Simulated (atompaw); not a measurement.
# A PAW (atompaw) potential for samarium, from input to tests

Task: generate the file, and judge it by its logarithmic derivatives, its ghosts and its cutoff.

The numbers are computed with atompaw 4.2.0.5 (PBE, scalar-relativistic, spin-unpolarised reference atom).

## 1. The design

Typed settings, in words:

```json
{
  "element": "samarium (Sm, Z = 62)",
  "type": "PAW",
  "frozen core": "[Kr] 4d10",
  "valence charge": "16",
  "reference configuration": "4f6 5s2 5p6 5d0 6s1.5 6p0 (charge +0.5)",
  "partial waves": "5s (bound): rc 1.60 bohr; 6s (bound): rc 2.35 bohr; 5p (bound): rc 2.55 bohr; 6p (bound, empty): rc 3.00 bohr; 5d (bound, empty): rc 3.00 bohr; 5d channel at 1.4 Ry: rc 3.00 bohr; 4f (bound): rc 1.75 bohr; 4f channel at 3.6 Ry: rc 1.75 bohr",
  "local potential": "troulliermartins scheme with l = 4 at -0.5 Ry, radius 2.90 bohr",
  "core correction": "smooth core density matched at 2.80 bohr",
  "augmentation charge": "besselshape compensation charge, radius 2.75 bohr; PAW radius 3.00 bohr; waves and projectors: custom polynom2 7 10 vanderbiltortho"
}
```

The nodes and maxima of the atom's own shells, from an earlier all-electron run, set the scale for the radii.

All-electron outer shells of the reference configuration (PBE, scalar-relativistic, ld1.x):

```
shell  level (eV)  outermost node (bohr)  outermost maximum (bohr)
   4p     -250.36                   0.30                      0.56
   4d     -131.69                   0.28                      0.59
   5s      -46.20                   0.69                      1.27
   5p      -26.16                   0.73                      1.43
   6s       -5.92                   1.70                      3.57
   4f       -5.37                      –                      0.61
   5d       -4.31                   0.84                      2.14
   6p       -3.17                   2.04                      4.64
```

## 2. The generation run

Input file Sm.input:

```
Sm 62
GGA-PBE scalarrelativistic loggrid 2001 logderivrange -5 5 251
6 6 5 4 0 0
6 0 1.5
6 1 0
5 2 0
4 3 6
0 0 0
c
c
c
c
v
v
c
c
c
v
v
c
c
v
v
3
3.00 2.75 2.90 2.80
n
n
y
1.4
n
y
3.6
n
custom polynom2 7 10 vanderbiltortho besselshape
4 -0.5 troulliermartins
1.60
2.35
2.55
3.00
3.00
3.00
1.75
1.75
PWSCFOUT
UPFDX 0.0125d0 UPFXMIN -7.d0 UPFZMESH 62.d0
END
```

Command:

```console
$ atompaw < Sm.input > Sm.log
```

Before running it: what results should come out? Wanted: cutoffs for 10 and 1 mRy, occupied levels; bound ghosts; largest phase difference near zero energy, channels read; lowest eigenvalue of the overlap; share of valence orbitals outside the PAW sphere; UPF file.

The runs gave:

| quantity | value |
| --- | --- |
| cutoffs for 10 and 1 mRy, occupied levels | 140 Ry and 300 Ry |
| bound ghosts | none found |
| largest phase difference near zero energy, channels read | 0.537 rad |
| lowest eigenvalue of the overlap (Bessel basis) | 0.604 (s) |
| share of valence orbitals outside the PAW sphere | 5s 1 %, 6s 79 %, 5p 3 %, 6p 93 %, 5d 43 %, 4f 2 % |
| UPF file | written |

It counts as very hard, with 140 Ry needed at the looser tolerance. The slowest occupied level is 4f: taken alone it needs 180 Ry to come within 1 mRy, against 35 Ry for 5p. No bound ghost shows below the valence levels. Of the channels read, p scatters worst near zero energy, by up to 0.54 rad. In the p channel the atom's pole at 3.52 Ry sits lower, at 1.60 Ry, in the pseudo curve. These are tests on the free atom; a crystal test is still owed.
